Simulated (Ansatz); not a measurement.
Write a Python script for Ansatz 0.2.0 through its Python package that makes an all-electron equation of state of Ti, space group P6_3/mmc. Settings (first run): PBEsol, LAPW, the default cutoff (265 eV here), 11×11×6 k-points, Fermi-Dirac smearing of 0.15 eV.

```
Ti
1.0
     2.95000    0.00000    0.00000
    -1.47500    2.55477    0.00000
     0.00000    0.00000    4.68000
Ti
2
Direct
  0.33333 0.66667 0.25000
  0.66667 0.33333 0.75000
```

`eos_lapw_ti.py`:
```python
"""All-electron equation of state of Ti."""

import ansatz as az
from ase.eos import EquationOfState
from ase.units import GPa
import numpy as np

params = {
    "functional": "pbesol",
    "occupations": "fermi_dirac",
    "scf_tol": 1e-09,
    "mesh": (11, 11, 6),
}

vectors0 = np.array([
    [2.95, 0.0, 0.0],
    [-1.475, 2.554775, 0.0],
    [0.0, 0.0, 4.68],
])
sites = [
    ("Ti", (1 / 3, 2 / 3, 0.25)),
    ("Ti", (2 / 3, 1 / 3, 0.75)),
]


def build(cell):
    crystal = az.Crystal(lattice=az.Lattice.of(cell))
    for symbol, position in sites:
        crystal = crystal.atom(symbol, position)
    return crystal

volumes, energies = [], []
for scale in np.linspace(0.94, 1.06, 7):
    cell = vectors0 * scale ** (1 / 3)
    setup = (
        build(cell).calculation()
        .functional(params["functional"])
        .occupations(params["occupations"], width=150 * az.meV)
        .scf(tolerance=params["scf_tol"], lower_state_search="light")
        .kpoints(*params["mesh"])
        .pseudopotentials("all_electron", lapw=True)
    )
    summary = setup.run().report
    volumes.append(abs(np.linalg.det(cell)) / len(sites))
    energies.append(summary["free_energy_ev"] / len(sites))
    print(f"{scale:.3f} {volumes[-1]:9.4f} A^3/atom {energies[-1]:16.5f} eV/atom  (estimated basis error {1000 * summary['lapw_basis_errors']['total_ev_per_atom']:.2f} meV/atom)")
v0, e0, bulk = EquationOfState(volumes, energies, eos="birchmurnaghan").fit()
print(f"V0 = {v0:.4f} A^3/atom, B0 = {bulk / GPa:.1f} GPa")
```

```console
$ python eos_lapw_ti.py
0.940   16.5775 A^3/atom     -23207.61333 eV/atom  (estimated basis error 0.03 meV/atom)
0.960   16.9302 A^3/atom     -23207.61382 eV/atom  (estimated basis error 0.03 meV/atom)
0.980   17.2829 A^3/atom     -23207.60910 eV/atom  (estimated basis error 0.03 meV/atom)
1.000   17.6356 A^3/atom     -23207.59963 eV/atom  (estimated basis error 0.03 meV/atom)
1.020   17.9883 A^3/atom     -23207.58586 eV/atom  (estimated basis error 0.03 meV/atom)
1.040   18.3410 A^3/atom     -23207.56819 eV/atom  (estimated basis error 0.03 meV/atom)
1.060   18.6937 A^3/atom     -23207.54697 eV/atom  (estimated basis error 0.03 meV/atom)
V0 = 16.7843 A^3/atom, B0 = 117.4 GPa
```

A third-order Birch-Murnaghan fit through the 7 points has its minimum at 16.78 Å³ an atom, 4.8 % below the typed cell, with a bulk modulus of 117 GPa and dB/dP = 3.6. From that minimum the energy rises by 1.0 meV an atom on the compressed side and 67.3 meV on the expanded side. The window is off centre, so dB/dP is rough.

Reading the output:
- The settings weren't tested for convergence.
- Spin is left out of this run.
- Shape and fractional positions are held along the curve, so the bulk modulus is an upper value where they are free to relax, by a factor of two or more in layered or hydrogen-bonded cells.
- The mesh is modest for a metal, so energies can be off by several to tens of meV an atom and pressures by half a GPa or more; differences at equal mesh fare better.
- A Fermi-Dirac width this large means warm electrons, whose thermal share enters the free energy.
- It ran for 68 s on 1 thread of Arm Neoverse V2, on a shared host, peak memory 0.41 GiB.
